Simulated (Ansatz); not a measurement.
Write the native input for Ansatz 0.2.0 that does the following.

```yaml
Task: single point
Functional: HSE03
Potentials_or_basis: Ansatz PAW
Cutoff: "420 eV (not typed: the program's choice for these potentials)"
k_mesh: 2 × 2 × 2
Occupations: fermi-dirac, width 0.05 eV
Spin: no spin polarisation
```

The system is Hf2Pd2Se2Br2O3.

```xyz
11
Lattice="5.7607 0.0000 0.0000 -0.5225 5.8472 0.0000 -1.4885 -0.8866 6.6504" Properties=species:S:1:pos:R:3 pbc="T T T"
Hf    3.5663    2.0054    2.3269
Hf    0.5360    2.1234    3.9504
Pd    3.9014    0.0250    5.6428
Pd    0.4486    4.9633    2.3858
Se    2.0505    1.5287    6.2325
Se    2.4084    4.1009    3.5262
Br    4.1661    5.6578    1.0212
Br   -0.4146    4.0351    5.7341
O     4.5029    1.1680    3.9254
O     1.7542    1.0717    2.7176
O    -0.4211    3.0842    2.4395
```

The cell was built by a generator and needn't be a form met in nature.

One way to write it, as run:

input.yaml

```yaml
crystal:
  lattice:
    - [5.7607, 0.0, 0.0]
    - [-0.52247, 5.8472, 0.0]
    - [-1.48845, -0.88663, 6.65037]
  atoms:
    - { symbol: Hf, position: [0.7454, 0.39602, 0.34989] }
    - { symbol: Hf, position: [0.28763, 0.45322, 0.59401] }
    - { symbol: Pd, position: [0.90854, 0.13294, 0.84849] }
    - { symbol: Pd, position: [0.25249, 0.90323, 0.35874] }
    - { symbol: Se, position: [0.63469, 0.40355, 0.93716] }
    - { symbol: Se, position: [0.62597, 0.78174, 0.53023] }
    - { symbol: Br, position: [0.85273, 0.99089, 0.15355] }
    - { symbol: Br, position: [0.22526, 0.82084, 0.86223] }
    - { symbol: O, position: [0.9604, 0.28925, 0.59026] }
    - { symbol: O, position: [0.43233, 0.24524, 0.40864] }
    - { symbol: O, position: [0.07457, 0.58308, 0.36682] }
hamiltonian:
  xc: { exchange: pbe, correlation: pbe, exx: { coeff: 0.25, omega: 0.3 } }
  pseudopotentials: { kind: paw }
kpoints:
  mp_grid: { grid: [2, 2, 2] }
scf:
  occupations: { method: fermi_dirac, width: 0.05 }
output:
  forces: true
  stress: true
  eigenvalues: true
```

Potentials or basis: Ansatz PAW.

Launch:

```bash
$ ansatz run input.yaml --threads 8 --pin off --max-ram 20480MiB --backend cpu --events-out ev --progress --plain --runs-dir out
```

It gave:

```json
{"Pressure": "-2.2 GPa", "Largest force": "0.397 eV/Å", "Band gap on the k mesh": "1.06 eV, direct"}
```

Caveat: the k mesh is coarse (spacing up to 0.56 Å⁻¹), so the values aren't converged, least of all with exact exchange; spin-orbit coupling is left out, which moves the levels of the heavy elements; the PAW data sets come from PBE, with cores solved anew for the run's functional, which leaves a small shift of forces and pressure; the thresholds are loose for stress.

Run time: 53 s on 8 threads of Arm Neoverse V1 (shared host), peak memory 3.2 GiB.
